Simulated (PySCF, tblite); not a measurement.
**C4H4FO2 radical: geometry, infrared bands and EPR parameters**

Aim: predict the infrared bands and EPR parameters of C4H4FO2 radical (`C[C]1O[C@]1(F)C=O`).

Programs: tblite 0.8.0 and PySCF 2.14.0, with density-fitted response routines of our own. Each step states its level of theory. These are calculated values for one molecule in the gas phase, unless marked as measured. Atoms are numbered from 0 throughout.

## (1) The molecule as given

11 atoms, charge 0, multiplicity 2; geometry from: force field or distance geometry start.

Bonds of the start (Å): C0–C1 1.47, C1–O2 1.40, O2–C3 1.40, C3–F4 1.36, C3–C5 1.50, C5–O6 1.24, C3–C1 1.48, C0–H7 1.14, C0–H8 1.11, C0–H9 1.12, C5–H10 1.10.

## (2) Geometry optimisation with GFN2-xTB

The job: settings as JSON, then the geometry in Å.

```
{"job": {"kind": "relax", "xc": "GFN2-xTB", "basis": "xTB"}, "charge": 0, "multiplicity": 2}
C     -1.663500     0.398900    -0.318300
C     -0.413800     0.456000     0.446200
O     -0.156000    -0.407300     1.519100
C      0.651900    -0.576000     0.392700
F      0.500600    -1.807400    -0.165600
C      2.038800    -0.002500     0.454700
O      2.184000     1.111600     0.974900
H     -2.126800     1.434300    -0.235800
H     -1.473900     0.258300    -1.400500
H     -2.433700    -0.314200     0.083600
H      2.897900    -0.549100     0.047000
```

Started as:

```sh
$ OMP_NUM_THREADS=1 python probes_run.py task.json out
```

This one command runs all jobs of the session in turn.

**Question.** This job is followed by: GFN2-xTB harmonic vibrations, gas phase; UKS B3LYP, pcH-1 on C F H O, non-relativistic, mean-field spin-orbit, GIAO. Predict these results of the whole session: strongest single infrared mode (GFN2-xTB); zero-point energy (GFN2-xTB); g(iso) (B3LYP); ⟨S²⟩; largest a(iso) (averaged by class); potential on the surface of density 0.002 e/bohr³, 1st and 99th percentile.

As calculated:

| quantity | value |
| --- | --- |
| strongest single infrared mode (GFN2-xTB) | 1790 cm⁻¹, 289 km/mol |
| zero-point energy (GFN2-xTB) | 44.5 kcal/mol |
| g(iso) (B3LYP) | 2.00308 |
| ⟨S²⟩ | 0.753 (exact 0.75) |
| largest a(iso) (averaged by class) | 13C on C1, 358.7 MHz |
| potential on the surface of density 0.002 e/bohr³, 1st and 99th percentile | -1.37 V and 1.46 V |

What this shows: Over 85 steps the energy fell by 0.376 eV; of the close pairs, C0–H7 changed most, 1.137 to 1.088 Å. All 27 modes are real, so the xTB geometry is a minimum. The strongest single mode, at 1790 cm⁻¹, moves mainly C5 and O6. GFN2-xTB is a fitted tight-binding method: band positions and strengths are rough. Its intensities can rank the bands wrongly. C1 carries the largest spin population, 0.82 e. The isotropic g lies 0.8 ppt above the free-electron value. These values are for one conformer; the search (at its own cheap level) found 1 more, at 0.53 kcal/mol, and measured spectra average over such forms.
